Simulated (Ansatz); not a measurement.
# PtSeO (1T monolayer (Janus) type, one sheet): independent-particle optics

Aim: the dielectric function of PtSeO (1T monolayer (Janus) type, one sheet) in the independent-particle picture, and how it depends on the functional and on the gap. Plan: HSE06 for the gap; optics with PBE on 6×6×1; optics with r2SCAN on 6×6×1; optics with PBE and scissors to the HSE06 gap on 6×6×1; optics with PBE with spin-orbit coupling on 6×6×1.

Program: Ansatz 0.2.0. Level of theory: plane waves, PAW; no local fields, no excitons. These are calculated values, not measurements.

### Step 1. Starting point

Symmetry: P3m1, No. 156, trigonal system. Conventional cell: a = 3.438 Å, b = 3.438 Å, c = 29.296 Å, α = 90.00°, β = 90.00°, γ = 120.00°. Pt (site symmetry 3m) is surrounded by 3 O at 2.20 Å and 3 Se at 2.38 Å. Around O (site symmetry 3m) lie 3 Pt at 2.20 Å. Se (site symmetry 3m) is surrounded by 3 Pt at 2.38 Å.

As a file:

```cif
data_structure
_symmetry_space_group_name_H-M 'P 1'
_symmetry_Int_Tables_number 1
_cell_length_a 3.4379
_cell_length_b 3.4379
_cell_length_c 29.2964
_cell_angle_alpha 90.000
_cell_angle_beta 90.000
_cell_angle_gamma 120.000
_cell_volume 299.87
loop_
_atom_site_label
_atom_site_type_symbol
_atom_site_fract_x
_atom_site_fract_y
_atom_site_fract_z
_atom_site_occupancy
Pt1 Pt 0.00000 0.00000 0.31146 1
O1 O 0.33333 0.66667 0.34347 1
Se1 Se 0.66667 0.33333 0.26669 1
```

Cell and atoms come from an earlier r2SCAN relaxation. The cell holds one sheet and vacuum, and is periodic in the plane alone; ε, where given, is a mean over the whole height of the cell, so ε₂ and ε₁ − 1 scale inversely with that height and aren't the sheet's own values. Spin-orbit coupling, which matters for Pt, is in the runs so named alone.

### Step 2. HSE06 levels at special points

input.yaml

```yaml
crystal:
  lattice:
    - [3.4379100751, 0.0, 0.0]
    - [-1.7189550376, 2.977317461, 0.0]
    - [0.0, 0.0, 29.296376212]
  atoms:
    - { symbol: Pt, position: [0.0, 0.0, 0.3114578267] }
    - { symbol: O, position: [0.3333333333, 0.6666666667, 0.3434677413] }
    - { symbol: Se, position: [0.6666666667, 0.3333333333, 0.2666901228] }
  periodic: [true, true, false]
kpoints:
  mp_grid: { grid: [6, 6, 1] }
  band_path:
    path:
      - [0.0, 0.0, 0.0]
      - [0.5, 0.0, 0.0]
      - [0.3333333333, 0.3333333333, 0.0]
      - [-0.135417, 0.265625, 0.0]
    npoints: 1
hamiltonian:
  xc: hse06
scf:
  occupations: { method: fixed }
  n_extra_bands: 4
output:
  forces: true
  stress: true
  eigenvalues: true
```

Further steps of the session: Optics, PBE; Optics, r2SCAN; Optics, PBE with a scissors shift; Optics, PBE with spin-orbit coupling.

Before running them: what should the planned runs give, taken together? Wanted: ε∞, PBE; ε∞, r2SCAN; ε∞, PBE with spin-orbit coupling; tallest peak of ε₂, PBE; tallest peak of ε₂, r2SCAN; tallest peak of ε₂, PBE with spin-orbit coupling; HSE06 direct gap.

As calculated:

```
                                        quantity                                 value
                                         ε∞, PBE              3.64 (xx, yy), 2.15 (zz)
                                      ε∞, r2SCAN              3.26 (xx, yy), 2.03 (zz)
                      ε∞, PBE + 1.24 eV scissors              2.87 (xx, yy), 1.91 (zz)
                ε∞, PBE with spin-orbit coupling              3.46 (xx, yy), 2.00 (zz)
                         tallest peak of ε₂, PBE                        4.3 at 2.60 eV
                      tallest peak of ε₂, r2SCAN                        4.0 at 2.85 eV
      tallest peak of ε₂, PBE + 1.24 eV scissors                        4.3 at 3.85 eV
tallest peak of ε₂, PBE with spin-orbit coupling  4.0 at 2.80 eV (complete to 10.8 eV)
                                HSE06 direct gap                               2.44 eV
```

What this shows: PBE + 1.24 eV scissors has the widest direct gap (2.44 eV) and PBE with spin-orbit coupling the narrowest (1.06 eV); ε∞ is 2.87 and 3.46 (in the plane). Spin-orbit coupling moves the direct gap by -0.14 eV; ε∞ doesn't compare between these two runs, as the bands summed differ. A sheet's ε refers to the whole height of the cell: in the plane ε − 1 falls as one over that height. Local fields and excitons are left out: both change ε∞, and without excitons the onset lacks its lines.
